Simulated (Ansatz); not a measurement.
# C₂H₆O₂Si: a ladder of functionals and wavefunction methods

One table from this session's results is given with a row withheld; the runs are named, their logs left out.

Computed with Ansatz 0.2.0, Gaussian basis. Level: functionals in def2-TZVPP, the program's frozen cores in correlated methods.

Plan: LDA (SPW92), PBE-D4, revPBE-D4, BLYP-D4, r2SCAN-D4, B97M-V, PBE0-D4, B3LYP-D4, r2SCANh-D4, r2SCAN0-D4, HSE06-D4, BHLYP-D4, CAM-B3LYP-D4, LC-ωPBE, ωB97X-V, ωB97M-V, B2PLYP, PBE-QIDH; CCSD(T)/def2-SVP; CCSD(T)/def2-TZVPP; MP2/def2-QZVPP; extrapolation to the limit; RPA on PBE.

**Structure used throughout**

The geometry comes from an earlier relaxation with PBE0-D4 in a triple-zeta def2 set; it is a stationary point, not always the lowest conformer.

SMILES `CO[Si]OC`, 11 atoms, charge 0, spin multiplicity 1.

Atoms are counted from 1 here; the program's logs count them from 0.

Bond lengths: C1–O2 1.407 Å, C1–H6 1.094 Å, C1–H7 1.092 Å, C1–H8 1.093 Å, O2–Si3 1.642 Å, Si3–O4 1.642 Å, O4–C5 1.407 Å, C5–H9 1.092 Å, C5–H10 1.094 Å, C5–H11 1.093 Å. Angles: O2–C1–H6 110.5°, O2–C1–H7 108.7°, O2–C1–H8 111.9°, H6–C1–H7 108.3°, H6–C1–H8 108.8°, H7–C1–H8 108.5°, C1–O2–Si3 139.2°, O2–Si3–O4 108.4°, Si3–O4–C5 139.2°, O4–C5–H9 108.7°, O4–C5–H10 110.5°, O4–C5–H11 111.9°, H9–C5–H10 108.3°, H9–C5–H11 108.5°, H10–C5–H11 108.8°.

Set-up of the first run:

Input file in.yaml:

```yaml
crystal:
  periodic: [false, false, false]
  atoms:
    - {symbol: C, position_ang: [-1.295043, 0.877761, -0.610596]}
    - {symbol: O, position_ang: [-1.203744, 0.944249, 0.792088]}
    - {symbol: Si, position_ang: [-0.176699, 0.500355, 1.994339]}
    - {symbol: O, position_ang: [1.020644, -0.414345, 1.340882]}
    - {symbol: C, position_ang: [1.352881, -1.015439, 0.112627]}
    - {symbol: H, position_ang: [-1.763150, -0.060875, -0.920490]}
    - {symbol: H, position_ang: [-1.917940, 1.703878, -0.960160]}
    - {symbol: H, position_ang: [-0.314442, 0.957163, -1.087267]}
    - {symbol: H, position_ang: [1.988072, -1.882115, 0.307772]}
    - {symbol: H, position_ang: [1.909234, -0.316467, -0.518333]}
    - {symbol: H, position_ang: [0.465489, -1.351267, -0.430362]}
basis:
  gaussian: {orbitals: def2-TZVPP}
hamiltonian: {xc: lda}
output: {orbitals: {seedname: orbitals}}
```

Among the steps run: LDA; PBE-D4 (GGA); revPBE-D4 (GGA); BLYP-D4 (GGA); r2SCAN-D4 (meta-GGA); B97M-V (meta-GGA); PBE0-D4 (hybrid); B3LYP-D4 (hybrid); r2SCANh-D4 (hybrid); r2SCAN0-D4 (hybrid); HSE06-D4 (hybrid); BHLYP-D4 (hybrid); CAM-B3LYP-D4 (range-separated); LC-ωPBE-D4 (range-separated; the results give it without D4); ωB97X-V (range-separated); ωB97M-V (range-separated); B2PLYP (double hybrid); PBE-QIDH (double hybrid).

One table of the session follows, with a row left open; its other results are not shown here.

It belongs to the step «Orbital energies across the functionals». 

| functional | HOMO (eV) | gap (eV) |
| --- | --- | --- |
| LDA (SPW92) | -5.94 | 4.09 |
| PBE-D4 | -5.85 | 4.15 |
| revPBE-D4 | -5.80 | 4.17 |
| BLYP-D4 | -5.71 | 4.15 |
| r2SCAN-D4 | -6.03 | 4.46 |
| B97M-V | -6.15 | 4.57 |
| PBE0-D4 | ? | ? |
| B3LYP-D4 | -6.74 | 5.67 |
| r2SCANh-D4 | -6.43 | 5.18 |
| r2SCAN0-D4 | -7.04 | 6.25 |
| HSE06-D4 | -6.53 | 5.28 |
| BHLYP-D4 | -7.90 | 7.92 |
| CAM-B3LYP-D4 | -8.23 | 8.44 |
| LC-ωPBE | -9.53 | 10.84 |
| ωB97X-V | -9.22 | 10.42 |
| ωB97M-V | -9.08 | 10.16 |

Estimate the missing values for PBE0-D4.

The run gave: HOMO (eV): -6.93; gap (eV): 6.06. In the column «HOMO (eV)» it lies between r2SCAN0-D4 (-7.04) and B3LYP-D4 (-6.74).
